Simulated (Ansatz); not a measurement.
GaF:

```xyz
2
Lattice="0.0000 2.8462 2.8462 2.8462 0.0000 2.8462 2.8462 2.8462 0.0000" Properties=species:S:1:pos:R:3 pbc="T T T"
Ga    1.4231    1.4231    1.4231
F     0.0000    0.0000    0.0000
```

The cell was built by a generator and needn't be a form met in nature.

Below is the output of Ansatz 0.2.0 for this cell. Logs are shortened: lines on timing, memory, paths and dates and some standing lists are left out, and cuts for length are marked.

```text
Warning: RAYON_NUM_THREADS=1 ignored (pool sized by the plan → 1); use --threads N
hamiltonian.pseudopotentials.datasets: crystal makes datasets for this crystal and solves the spheres of its atoms anew in each pass: cutoff 290.0 eV, the density's 1160.0 eV; for an error of 0.50 meV an atom under PBE, 1.0 meV for the cell; an energy difference from a run of another recipe may be off by several times the error for the cell, under r2SCAN by more, where some 0.1 meV an atom stays at smaller errors; in a run that uses the all-electron wave functions in the spheres, carries its plane waves along with the cell (elastic.basis: deformed) or is on a recipe of such a run or, without exact exchange, of a hybrid, they include no finite-basis correction of the energy (for plane waves above the cutoff): energies differ from those of runs with it by up to 1.1 meV an atom at a dataset_error of 0.2 meV (4 under r2SCAN), and by more at a larger error or with an open f shell (one dataset_recipe, of a run without it, keeps both alike, but for a hybrid, which always has it); F in spheres of 1.143 Å, 7 of its electrons in bands; Ga in spheres of 1.312 Å, 13 of its electrons in bands
Engine: ansatz 0.2.0, x86_64-unknown-linux-gnu
Pseudopotentials: kind: all_electron
Pseudopotential: Ga, paw, valence charge 13, recommended cutoff 290 eV (normal), crystal/all_electron/pbe/scalar/gaussian/Ga, Koelling and Harmon's equation, gaussian nucleus
Pseudopotential: F, paw, valence charge 7, recommended cutoff 290 eV (normal), crystal/all_electron/pbe/scalar/gaussian/F, Koelling and Harmon's equation, gaussian nucleus
Functional definition: PBE
  parameter kappa = 0.804
  parameter beta = 0.06672455060314922
  exchange = pbe_x(kappa = kappa, mu = beta*pi^2/3)
  correlation = pbe_c(beta = beta)
davidson cushion auto → on  (no smearing: the cushion is to keep the highest requested band from converging to the state above it; pin scf.eigensolver.cushion to override)
Crystal: 2 atoms, lattice volume = 46.115 Å³
Basis set: ecut = 290 eV, 531 PW (Γ), exchange–correlation on 48×48×48 points (8 copies of the dense FFT grid, shifted against one another)
Bands: 14, of which v1, the nominal top of the filled ones, is band 10 counted from 1 (9 counted from 0)
Symmetry: 24 space group operations
k-points: 95 of 512 (irreducible under 4 space group operations, time reversal used)
Non-local potential: Ga, projectors of the file, l = 0: 1, l = 1: 1, l = 2: 2
Non-local potential: F, projectors of the file, l = 0: 2, l = 1: 2
PAW form: soft (Blöchl's): semilocal exchange-correlation on the pseudo side does not see the compensation charge
PAW one-centre angular grid: Ga, 590 points (default); XC on its mesh's 1901 points in the sphere
PAW one-centre angular grid: F, 110 points (default); XC on its mesh's 1975 points in the sphere
Initial density: superposition of atomic densities (neutral atoms: chi_scale 0, normalization atom)
Initial wavefunctions: pseudopotential atomic-orbital guess
Functional: x = pbe(κ = 0.804, μ = 0.2195149727645171), c = pbe(β = 0.06672455060314922)
iter 1 solved again at ethr=1.73e-2 eV; its pass at ethr=1.00e-1 eV (dr2=3.46e0 eV) is discarded
[... 28 lines left out ...]
  E_band       = -142.695920
  E_kinetic    = 138.772935
  E_local      = -1813.275623  (includes V_loc(G=0)·N_el)
  E_nonlocal   = -429.639445
  E_hartree    = 887.384343
  E_xc         = -66.495059
  E_vxc        = -84.685571  (∫ρ·V_xc dr)
  E_paw        = -57527.750776  (= ΣΔE_a)
  E_vpaw       = -4369.752606  (= ΣTr[D̂ρ^β])
  E_ewald      = -1448.762817
  E_smearing   = -0.000000  (= −TS)
  E_closure    = 4641.115610  (closes the sum)
  Σ components = -55618.650832   (vs F -55618.650832, Δ=0.00e0)
  The terms above E_closure are by the made datasets' own strengths, without shells solved beside the bands.
--- Band table (eV; the first three rows and the last of 95) ---
  k-point 0: bands = ["-18.7491", "-10.4087", "-10.4087", "-10.4087", "-10.3871", "-10.3871", "-0.8839", "-0.2008", "-0.2008", "-0.2008", "9.5836", "9.5836", "9.5836", "13.0022"]
  k-point 1: bands = ["-18.7428", "-10.4067", "-10.4067", "-10.4032", "-10.3871", "-10.3871", "-1.2589", "-0.2226", "-0.2226", "0.2913", "8.6986", "9.5851", "9.5851", "13.8036"]
  k-point 2: bands = ["-18.7275", "-10.4034", "-10.4034", "-10.3891", "-10.3854", "-10.3854", "-1.7021", "-0.2743", "-0.2743", "1.0486", "7.3149", "9.5688", "9.5688", "14.0333"]
  k-point 94: bands = ["-18.6922", "-10.3961", "-10.3942", "-10.3837", "-10.3786", "-10.3556", "-1.9121", "-0.7704", "-0.6785", "3.0490", "6.4194", "7.4237", "8.5030", "12.8453"]
--- Dielectric response (ions clamped): 1 representative field direction + reference, on 95 of 512 k-points (Σ response iterations 8) ---
  k mesh reduced under 4 symmetry operations, with k and −k counted as one. Each operation leaves every solved perturbation unchanged. A smaller set is not considered because the run solves the response to a homogeneous field
  ε∞ (high-frequency dielectric tensor):
        3.882796     0.000000     0.000000
       -0.000000     3.882796    -0.000000
        0.000000     0.000000     3.882796
  Born effective charges Z* (e; rows j = field, columns β = displacement):
    site 0:
         1.50296    0.00000    0.00000
        -0.00000    1.50296   -0.00000
        -0.00000   -0.00000    1.50296
    site 1:
        -1.50296   -0.00000   -0.00000
         0.00000   -1.50296    0.00000
         0.00000    0.00000   -1.50296
  Z* charge neutrality: 2.298e-4 e pre-enforcement
  k-mesh period / interband length: 32.2 Å / 1.58 Å = 20.41 at k = (0.0000, -0.5000, -0.5000), direct gap 2.282 eV — 14 or more, which is no proof of convergence
```

Q: Write the input and the command behind it.

A: Dielectric tensor with PBE, no spin polarisation. The files as run (others can give the same):

input.yaml
```yaml
crystal:
  lattice:
    - [0.0, 2.84624, 2.84624]
    - [2.84624, 0.0, 2.84624]
    - [2.84624, 2.84624, 0.0]
  atoms:
    - { symbol: Ga, position: [0.25, 0.25, 0.25] }
    - { symbol: F, position: [0.0, 0.0, 0.0] }
kpoints:
  mp_grid: { grid: [8, 8, 8] }
scf:
  occupations: { method: fixed }
hamiltonian:
  xc: pbe
  pseudopotentials: { kind: all_electron, datasets: crystal }
output: {}
dielectric: {}
```

Potentials or basis: all-electron PAW datasets made for the crystal.
The run is started by
```sh
$ ansatz run input.yaml --threads 1 --pin off --max-ram 3072MiB --backend cpu --events-out ev --progress --plain --runs-dir out
```
